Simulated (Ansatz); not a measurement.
# SbPd: properties at the relaxed cell

One table from this session's results is given with a row withheld; the runs are named, their logs left out.

Computed with Ansatz 0.2.0 (DFT PBEsol, scalar-relativistic, plane waves, PAW, unless a step's input says otherwise).

1 further run of the same task is left out (set aside as unsound or not needed).

### The system as given

Symmetry: P6_3/mmc, No. 194, hexagonal system. The conventional cell has a = 4.088 Å, b = 4.088 Å, c = 5.572 Å, α = 90.00°, β = 90.00°, γ = 120.00°. Sb (site symmetry -6m2) is surrounded by 6 Pd at 2.74 Å. Pd (site symmetry -3m) has 6 Sb at 2.74 Å and 2 Pd at 2.79 Å in its first shell of neighbours.

Structure file:

```cif
data_structure
_symmetry_space_group_name_H-M 'P6_3/mmc'
_symmetry_Int_Tables_number 194
_cell_length_a 4.0877
_cell_length_b 4.0877
_cell_length_c 5.5724
_cell_angle_alpha 90.000
_cell_angle_beta 90.000
_cell_angle_gamma 120.000
_cell_volume 80.64
loop_
_atom_site_label
_atom_site_type_symbol
_atom_site_symmetry_multiplicity
_atom_site_Wyckoff_symbol
_atom_site_fract_x
_atom_site_fract_y
_atom_site_fract_z
_atom_site_occupancy
Sb1 Sb 2 c 0.33333 0.66667 0.25000 1
Pd1 Pd 2 a 0.00000 0.00000 0.00000 1
```

This cell was relaxed beforehand with the same method: volume 20.16 Å³/atom, gap on the mesh none (metal).

Set-up of the first run:

Contents of input.yaml:

```yaml
crystal:
  lattice:
    - [4.0876598454, 0.0, 0.0]
    - [-2.0438299227, 3.5400172682, 0.0]
    - [0.0, 0.0, 5.5724367382]
  atoms:
    - { symbol: Sb, position: [0.3333333333, 0.6666666667, 0.25] }
    - { symbol: Sb, position: [0.6666666667, 0.3333333333, 0.75] }
    - { symbol: Pd, position: [0.0, 0.0, 0.0] }
    - { symbol: Pd, position: [0.0, 0.0, 0.5] }
basis:
  ecutwfc: 420
kpoints:
  mp_grid: { grid: [12, 12, 8] }
  band_path:
    path:
      - [[0.0, 0.0, 0.0], [0.5, 0.0, 0.0], [0.33333333, 0.33333333, 0.0], [0.0, 0.0, 0.0], [0.0, 0.0, 0.5], [0.5, 0.0, 0.5], [0.33333333, 0.33333333, 0.5], [0.0, 0.0, 0.5]]
      - [[0.5, 0.0, 0.5], [0.5, 0.0, 0.0]]
      - [[0.33333333, 0.33333333, 0.5], [0.33333333, 0.33333333, 0.0]]
    npoints: 14
hamiltonian:
  xc: pbesol
scf:
  occupations: { method: gaussian, width: 0.1 }
  n_extra_bands: 10
output:
  forces: true
  stress: true
  eigenvalues: true
  populations: true
  dos: { projected: true, de: 0.02, nscf_kmesh: { grid: [18, 18, 12] } }
  bader: true
  write_density: true
  write_potential: true
  elf: true
  volumetric_format: npy
```

Command:

```console
$ ansatz run input.yaml --threads 1 --pin off --max-ram 2560MiB --backend cpu --events-out ev --progress --plain --runs-dir out
```

Among the steps run: Static run: bands, density of states and charges; Back to the database's cell; The cell scaled to 0.97 of its volume; Volume × 1.03; Point at V/V0 = 0.94; Volume × 1.06; The cell scaled to 0.91 of its volume; The cell scaled to 1.10 of its volume; Point at V/V0 = 0.88.

One table of the session follows, with a row left open; its other results are not shown here.

It belongs to the step «Energy against volume». 

```
volume (Å³/atom)  energy above the lowest point (meV/atom)  pressure (GPa)
          17.740                                     142.8           21.60
          18.345                                      75.0           14.61
          18.949                                      31.2            8.83
          19.554                                       7.3            4.01
          20.159                                       0.0            0.00
          20.764                                         ?               ?
          21.368                                      24.7           -6.12
          22.175                                      63.5           -9.11
```

Estimate the missing values for volume (Å³/atom) = 20.764.

Worked estimate for «energy above the lowest point (meV/atom)». A straight line through the neighbours (20.159, 0.0) and (21.368, 24.7) gives 0.0 + (24.7 − 0.0) × (20.764 − 20.159) / (21.368 − 20.159) = 12.4; a parabola fitted to 4 rows on both sides gives 6.8.

The run gave: energy above the lowest point (meV/atom): 6.6; pressure (GPa): -3.35. In «energy above the lowest point (meV/atom)» the line misses by +5.8 and the parabola by +0.2.
